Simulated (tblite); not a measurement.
## A script for MgGeSb2 (GFN2-xTB)

These are simulated results from tblite 0.8.0, not measurements. The cell was built from a prototype and was relaxed with r2SCAN in plane waves (Ansatz 0.2.0). It may be hypothetical. All runs are without spin polarisation.

Space group P-4m2 (No. 115), tetragonal; conventional cell a = 4.402 Å, c = 6.495 Å, 31.47 Å³ an atom. Around Mg lie 4 Sb at 2.78 Å; around Sb lie 2 Ge at 2.69 Å and 2 Mg at 2.78 Å; around Ge lie 4 Sb at 2.69 Å.

tblite solves periodic systems at the zone centre alone, so the script builds a cluster of 2×2×2 conventional cells (32 atoms), which folds in a coarse mesh of k points.

run.py reads:

```python
import json
from ase import Atoms
from ase.build import make_supercell
from ase.units import Bohr, GPa, Hartree
from tblite.interface import Calculator

atoms = Atoms(['Mg', 'Sb', 'Ge', 'Sb'],
              cell=[[4.402411, 0.0, 0.0], [0.0, 4.402411, 0.0], [0.0, 0.0, 6.495183]],
              scaled_positions=[[-0.0, 0.0, 0.0], [-0.0, 0.5, 0.260751], [0.5, 0.5, 0.5], [0.5, 0.0, 0.739249]],
              pbc=True)
cluster = make_supercell(atoms, [[2, 0, 0], [0, 2, 0], [0, 0, 2]])
calc = Calculator('GFN2-xTB', cluster.numbers, cluster.positions / Bohr, lattice=cluster.cell[:] / Bohr, periodic=cluster.pbc)
calc.set('temperature', 0.02 / Hartree)
calc.set('max-iter', 150)
res = calc.singlepoint()
levels = res.get('orbital-energies') * Hartree
nv = round(res.get('orbital-occupations').sum() / 2)
cells = len(cluster) // len(atoms)
out = {'energy_per_cell': res.get('energy') * Hartree / cells, 'homo': levels[nv - 1], 'lumo': levels[nv],
       'stress': (-res.get('virial') * Hartree / cluster.get_volume() / GPa).tolist(), 'charges': res.get('charges')[:len(atoms)].tolist(), 'electrons': 2 * nv / cells}
json.dump(out, open('results.json', 'w'))
for key, value in out.items():
    print(key, value)
```

Command: `python run.py`. It took 5.4 s on 1 thread of Arm Neoverse V1, with other jobs on the host, peak memory 0.1 GiB.

Output:

```
------------------------------------------------------------
  cycle        total energy    energy error   density error
------------------------------------------------------------
      1     -52.12428880845  -5.2244644E+01   1.0253030E+00
      2     -24.25534332923   2.7868945E+01   1.7668960E+00
      3     -40.81347602724  -1.6558133E+01   1.3527501E+00
      4     -46.94356299970  -6.1300870E+00   7.5647045E-01
      5     -55.80376851606  -8.8602055E+00   3.1378150E-01
      6     -55.83025032774  -2.6481812E-02   4.0087352E-01
      7     -56.02324809084  -1.9299776E-01   3.7642567E-01
      8     -54.06764315183   1.9556049E+00   2.2156282E-01
      9     -55.74115976326  -1.6735166E+00   2.2830745E-01
     10     -54.98113524576   7.6002452E-01   4.2368910E-01
     11     -53.92632501188   1.0548102E+00   6.1580159E-01
     12     -48.38629843139   5.5400266E+00   9.3381382E-01
     13     -47.77686410132   6.0943433E-01   9.4845142E-01
     14     -48.68771548868  -9.1085139E-01   9.1902088E-01
     15     -47.49255514766   1.1951603E+00   9.4877493E-01
     16     -49.12407709225  -1.6315219E+00   8.9770994E-01
     17     -51.41715638289  -2.2930793E+00   8.3911255E-01
     18     -51.79463269187  -3.7747631E-01   8.2855544E-01
     19     -51.84614455164  -5.1511860E-02   8.3194142E-01
     20     -51.88641324636  -4.0268695E-02   8.2840219E-01
     21     -51.98743207169  -1.0101883E-01   8.1608159E-01
     22     -51.94109642632   4.6335645E-02   8.1901837E-01
     23     -52.02320489640  -8.2108470E-02   8.0813481E-01
     24     -52.19400552718  -1.7080063E-01   7.7388268E-01
     25     -52.14469195419   4.9313573E-02   7.7711218E-01
     26     -52.22838516202  -8.3693208E-02   8.0452412E-01
     27     -52.22953867289  -1.1535109E-03   8.2877228E-01
     28     -53.05404904787  -8.2451037E-01   7.4621639E-01
     29     -53.87397022724  -8.1992118E-01   7.0987037E-01
     30     -54.45149252681  -5.7752230E-01   6.4877592E-01
     31     -54.48227261533  -3.0780089E-02   6.4827642E-01
     32     -54.45228291874   2.9989697E-02   6.5334567E-01
     33     -54.50052201081  -4.8239092E-02   6.5443253E-01
     34     -54.56976430618  -6.9242295E-02   6.5936582E-01
     35     -56.16794889261  -1.5981846E+00   9.2286521E-01
     36     -56.23676117910  -6.8812286E-02   5.6589534E-01
     37     -56.34995826402  -1.1319708E-01   5.8619741E-01
     38     -56.16978278050   1.8017548E-01   5.6495200E-01
     39     -56.20159360402  -3.1810824E-02   5.2045303E-01
     40     -56.25547950011  -5.3885896E-02   5.1663439E-01
     41     -56.36621225481  -1.1073275E-01   4.2913666E-01
     42     -56.44502262126  -7.8810366E-02   3.8810342E-01
     43     -56.36224465671   8.2777965E-02   4.1460845E-01
     44     -56.36099232355   1.2523332E-03   4.2702191E-01
     45     -56.29734620979   6.3646114E-02   4.0710881E-01
     46     -56.22790898107   6.9437229E-02   3.9136115E-01
     47     -56.38568038918  -1.5777141E-01   4.1062833E-01
     48     -56.38800287216  -2.3224830E-03   4.1102148E-01
     49     -56.41622698043  -2.8224108E-02   4.0638066E-01
     50     -56.46913773003  -5.2910750E-02   3.9802183E-01
[... 5 lines left out ...]
     56     -56.46611253425   2.1987720E-03   3.2827696E-01
     57     -56.47043139874  -4.3188645E-03   3.2175580E-01
     58     -56.47024965663   1.8174211E-04   3.2129161E-01
     59     -56.46707881232   3.1708443E-03   3.1583690E-01
     60     -56.45866541630   8.4133960E-03   2.9345217E-01
     61     -56.45562998826   3.0354280E-03   2.8630248E-01
     62     -56.45506805810   5.6193016E-04   2.8498779E-01
     63     -56.44449668999   1.0571368E-02   2.6138521E-01
     64     -56.42958679557   1.4909894E-02   2.4114911E-01
     65     -56.42633978718   3.2470084E-03   2.3845952E-01
     66     -56.42176537961   4.5744076E-03   2.3655840E-01
     67     -56.41476712771   6.9982519E-03   2.2579627E-01
     68     -56.41607720643  -1.3100787E-03   2.2682123E-01
     69     -56.41626432819  -1.8712176E-04   2.2695615E-01
     70     -56.40848975126   7.7745769E-03   2.2139688E-01
     71     -56.40593263479   2.5571165E-03   2.1945500E-01
     72     -56.40495287081   9.7976398E-04   2.1895013E-01
     73     -56.40191524115   3.0376297E-03   2.1707426E-01
     74     -56.39971689058   2.1983506E-03   2.1562661E-01
     75     -56.39971776342  -8.7284437E-07   2.1553314E-01
     76     -56.40195255236  -2.2347889E-03   2.1677375E-01
     77     -56.40160038209   3.5217027E-04   2.1653413E-01
     78     -56.40129103001   3.0935208E-04   2.1569369E-01
     79     -56.40158661377  -2.9558376E-04   2.1594556E-01
     80     -56.40160920093  -2.2587153E-05   2.1596458E-01
     81     -56.39480611213   6.8030888E-03   2.1336457E-01
     82     -56.39190495250   2.9011596E-03   2.1179834E-01
     83     -56.39125146788   6.5348462E-04   2.1161872E-01
     84     -56.38736424314   3.8872247E-03   2.1021787E-01
     85     -56.37472539750   1.2638846E-02   2.0674385E-01
     86     -56.37476849388  -4.3096380E-05   2.0669313E-01
     87     -56.35396156776   2.0806926E-02   2.0577288E-01
     88     -56.35505679104  -1.0952233E-03   2.0528379E-01
     89     -56.35357465500   1.4821360E-03   2.0549928E-01
     90     -56.35470572530  -1.1310703E-03   2.0532895E-01
     91     -56.35613818078  -1.4324555E-03   2.0530544E-01
     92     -56.35591200149   2.2617929E-04   2.0517814E-01
     93     -56.36254832693  -6.6363254E-03   2.0525283E-01
     94     -56.35944265629   3.1056706E-03   2.0517976E-01
     95     -56.35758266207   1.8599942E-03   2.0520920E-01
     96     -56.35390632127   3.6763408E-03   2.0842951E-01
     97     -56.35708271114  -3.1763899E-03   2.0774253E-01
     98     -56.35672768555   3.5502558E-04   2.0949956E-01
     99     -56.35695353108  -2.2584553E-04   2.0946108E-01
    100     -56.36545765325  -8.5041222E-03   2.0930699E-01
    101     -56.36670054749  -1.2428942E-03   2.0963364E-01
    102     -56.35507198499   1.1628563E-02   2.1335826E-01
    103     -56.36697957290  -1.1907588E-02   2.1122005E-01
    104     -56.36642835727   5.5121562E-04   2.1117873E-01
    105     -56.37652918962  -1.0100832E-02   2.1127022E-01
    106     -56.38971880306  -1.3189613E-02   2.1444369E-01
    107     -56.37557599925   1.4142804E-02   2.1376910E-01
    108     -56.37706024154  -1.4842423E-03   2.1380928E-01
    109     -56.37716726256  -1.0702102E-04   2.1381614E-01
    110     -56.36689790369   1.0269359E-02   2.1545164E-01
    111     -56.36656712370   3.3077999E-04   2.1555371E-01
    112     -56.38184199703  -1.5274873E-02   2.1791114E-01
    113     -56.37370485584   8.1371412E-03   2.1810999E-01
    114     -56.37479803763  -1.0931818E-03   2.1735162E-01
    115     -56.37707173419  -2.2736966E-03   2.1752569E-01
    116     -56.36907992101   7.9918132E-03   2.1824323E-01
    117     -56.36901791880   6.2002213E-05   2.1837252E-01
    118     -56.35957521430   9.4427045E-03   2.2101415E-01
    119     -56.36339423064  -3.8190163E-03   2.2093052E-01
    120     -56.36340298725  -8.7566164E-06   2.2102788E-01
    121     -56.37973699461  -1.6334007E-02   2.1911762E-01
    122     -56.38281789698  -3.0809024E-03   2.2008372E-01
    123     -56.39518724381  -1.2369347E-02   2.2455928E-01
    124     -56.39796282161  -2.7755778E-03   2.2637392E-01
    125     -56.39651645025   1.4463714E-03   2.2569087E-01
    126     -56.40705962034  -1.0543170E-02   2.3228801E-01
    127     -56.39283626404   1.4223356E-02   2.2402007E-01
    128     -56.39379924542  -9.6298138E-04   2.2456648E-01
    129     -56.38223582024   1.1563425E-02   2.2057121E-01
    130     -56.37583168309   6.4041371E-03   2.1994030E-01
    131     -56.38146694985  -5.6352668E-03   2.2142337E-01
    132     -56.37135884206   1.0108108E-02   2.2067267E-01
    133     -56.36217062686   9.1882152E-03   2.2190424E-01
    134     -56.35999330743   2.1773194E-03   2.2268501E-01
    135     -56.33663284033   2.3360467E-02   2.3522193E-01
    136     -56.34633837851  -9.7055382E-03   2.2812458E-01
    137     -56.34042070653   5.9176720E-03   2.3185397E-01
    138     -56.35840741222  -1.7986706E-02   2.2392601E-01
    139     -56.37113490793  -1.2727496E-02   2.2289174E-01
    140     -56.36904827369   2.0866342E-03   2.2282589E-01
    141     -56.38265484295  -1.3606569E-02   2.2832293E-01
    142     -56.38315357326  -4.9873031E-04   2.2850524E-01
    143     -56.37731230322   5.8412700E-03   2.2713818E-01
    144     -56.38925633778  -1.1944035E-02   2.3191265E-01
    145     -56.34549365279   4.3762685E-02   2.3186699E-01
    146     -56.35481457233  -9.3209195E-03   2.2874964E-01
    147     -56.33679847407   1.8016098E-02   2.3795142E-01
    148     -56.35626025793  -1.9461784E-02   2.2761851E-01
    149     -56.38598527386  -2.9725016E-02   2.3098275E-01
    150     -56.38897408313  -2.9888093E-03   2.3233984E-01
------------------------------------------------------------

 total:                                   4.662 sec
tblite.exceptions.TBLiteRuntimeError: SCF not converged in 150 cycles
```

The self-consistent cycle didn't converge within its limit, so this run gives no property of the crystal.

xTB was fitted mostly to molecules, and a small cluster samples few k points, so gaps, pressures and kinks along a curve can be far from a solid's.

Spin-orbit coupling is left out, which matters wherever the heavy atoms make up the band edges.
